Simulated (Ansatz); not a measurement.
# C2H7BN2Si: the cost of one run

Program: Ansatz 0.2.0 through its Python package. Level of theory: BHLYP/6-31G*. These are calculated values, not measurements.

## Step 1: The structure

Bond lengths: C1–B2 1.605 Å, B2–Si3 1.956 Å, Si3–N4 1.821 Å, Si3–C5 1.659 Å, Si3–N6 1.700 Å, C5–N6 1.396 Å, C1–H7 1.134 Å, C1–H8 1.104 Å, C1–H9 1.085 Å, B2–H10 1.206 Å, N4–H11 0.966 Å, N4–H12 1.061 Å, C5–H13 1.145 Å. Angles (14 of 22 angles, heavy atoms first): C1–B2–Si3 121.0°, B2–Si3–N4 117.8°, B2–Si3–C5 124.1°, B2–Si3–N6 108.7°, N4–Si3–C5 117.9°, N4–Si3–N6 107.4°, C5–Si3–N6 49.1°, Si3–C5–N6 67.0°, Si3–N6–C5 63.9°, C1–B2–H10 118.5°, Si3–B2–H10 120.4°, B2–C1–H7 105.0°, B2–C1–H8 107.6°, B2–C1–H9 108.8°.

The script holds or builds the structure itself.

## Step 2: Script

energy_c2h7bn2si.py

```python
"""Single point of C2H7BN2Si in a Gaussian basis."""

from dataclasses import dataclass
from pathlib import Path
import logging
import sys

import ansatz as az

logging.basicConfig(stream=sys.stdout, format="%(name)s: %(message)s")
logger = logging.getLogger("ansatz_job")
logger.setLevel(logging.INFO)


@dataclass
class Settings:
    basis_set: str = "6-31G*"


settings = Settings()

GEOMETRY = """
C    -0.23950   -2.04320    0.64630
B     0.23420   -0.55250    1.00830
Si   -0.05550    0.92810   -0.23640
N     0.70880    0.81420   -1.88490
C    -0.85490    2.32860    0.15500
N     0.50200    2.36370    0.48300
H    -1.36250   -1.96880    0.50700
H     0.22720   -2.31650   -0.31640
H    -0.02850   -2.69190    1.48940
H     0.82470   -0.37250    2.04410
H     1.65510    0.66250   -1.76530
H     0.26720   -0.06750   -2.27510
H    -1.85800    2.88110    0.15970
"""


def main() -> None:
    molecule = az.Crystal.molecule()
    for line in GEOMETRY.strip().splitlines():
        symbol, *xyz = line.split()
        molecule = molecule.atom(symbol, [float(v) for v in xyz])

    calculation = (
        molecule.calculation()
        .basis(gaussian=settings.basis_set)
        .functional(az.LibraryFunctional("BHLYP"))
        .orbitals()
    )
    result = calculation.run(threads=1, pin="off", runs_dir="out")
    summary = result.report

    logger.info(f"E = {summary['free_energy_ev']:.6f} eV = {summary['free_energy_ev'] / 27.211386246:.7f} Ha")
    print("converged:", summary["converged"], " doubts:", summary["published_state_doubts"] or "none")

    state = summary["mean_field"]["state"]
    logger.info(f"mean field: {state['energy']['hartree']:.7f} Ha, <S^2> = {abs(state['spin_squared']):.4f}, stability: {state.get('stability', {}).get('kind')}")

    lines = Path(summary["orbitals_path"]).read_text().splitlines()
    field_of = lambda key: [line.split("=")[1].strip() for line in lines if line.startswith(key)]
    orbitals = [(27.211386 * float(e), s, float(n)) for e, s, n in zip(field_of("Ene="), field_of("Spin="), field_of("Occup="))]
    homo = max(e for e, _, n in orbitals if n > 0.5)
    lumo = min(e for e, _, n in orbitals if n < 0.5)
    logger.info(f"HOMO {homo:.3f} eV, LUMO {lumo:.3f} eV, gap {lumo - homo:.3f} eV")


if __name__ == "__main__":
    main()
```

## Step 3: Running it

The run is started by

```sh
> python energy_c2h7bn2si.py
```

**Question.** How long does this script take on 1 thread of Arm Neoverse V1, shared host, and how much memory does it need?

About 6.1 s, with a peak of 0.28 GiB.
